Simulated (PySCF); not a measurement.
**SbP⁻ at other levels of theory**

What do other methods print for SbP⁻?

Computed with PySCF 2.14.0. Level: each script names its method and basis.

6 further runs of the same task are left out: 1 for a known fault of the program, 5 that didn't finish.

### Step 1. The starting structure

SbP⁻: 2 atoms, charge -1, spin multiplicity 2.

Bond lengths: Sb1–P2 2.530 Å.

### Step 2. The base run

File input.py:

```python
from pyscf import gto, scf

mol = gto.M(
    atom='Sb 0 0 0; P 0 0 2.53',
    basis='x2c-svpall',
    charge=-1,
    spin=1,
    verbose=3,
)
mf = scf.ROHF(mol)
mf = mf.sfx2c1e()
mf.kernel()
mf.dip_moment()
print('orbital energies (hartree):', mf.mo_energy[..., max(0, mol.nelec[1]-3):mol.nelec[0]+3].round(4))
```

The run is started by

```console
$ python input.py
```

### Step 3. MP2 (UHF)

Run 1 changes step after the SCF: none → mp2; SCF type: ROHF → UHF; frozen orbitals: none → 23.

File input.py:

```python
from pyscf import gto, scf, mp

mol = gto.M(
    atom='Sb 0 0 0; P 0 0 2.53',
    basis='x2c-svpall',
    charge=-1,
    spin=1,
    verbose=3,
)
mf = scf.UHF(mol)
mf = mf.sfx2c1e()
mf.kernel()
mp.MP2(mf, frozen=23).kernel()
mf.dip_moment()
print('orbital energies (hartree):', [e[max(0, n-3):n+3].round(4) for e, n in zip(mf.mo_energy, mol.nelec)])
```

### Step 4. Population analysis

Run 2 changes step after the SCF: none → analyze.

input.py: that of step 2 with these lines changed.

```diff
@@ -12,3 +12,3 @@
 mf.kernel()
-mf.dip_moment()
+mf.analyze()
 print('orbital energies (hartree):', mf.mo_energy[..., max(0, mol.nelec[1]-3):mol.nelec[0]+3].round(4))
```

### Step 5. UHF

Run 3 changes SCF type: ROHF → UHF.

File input.py:

```python
from pyscf import gto, scf

mol = gto.M(
    atom='Sb 0 0 0; P 0 0 2.53',
    basis='x2c-svpall',
    charge=-1,
    spin=1,
    verbose=3,
)
mf = scf.UHF(mol)
mf = mf.sfx2c1e()
mf.kernel()
mf.dip_moment()
print('orbital energies (hartree):', [e[max(0, n-3):n+3].round(4) for e, n in zip(mf.mo_energy, mol.nelec)])
```

Q: Predict the outcome of this session. Wanted: for each run, E(SCF); from base; gap, α spin; after the SCF.

The runs gave:

```csv
run,E(SCF) (hartree),from base (eV),"gap, α spin (eV)",after the SCF
base,-6818.775352,0,n/a,n/a
MP2 (UHF),-6818.779725,-0.1190,6.76,"MP2 correlation -6.457 eV, core frozen"
population analysis,-6818.775352,0.0000,n/a,n/a
UHF,-6818.779725,-0.1190,6.76,n/a
```

**Reading.** Total energies from different bases, Hamiltonians or methods carry different errors, so properties are taken as differences within one set-up.
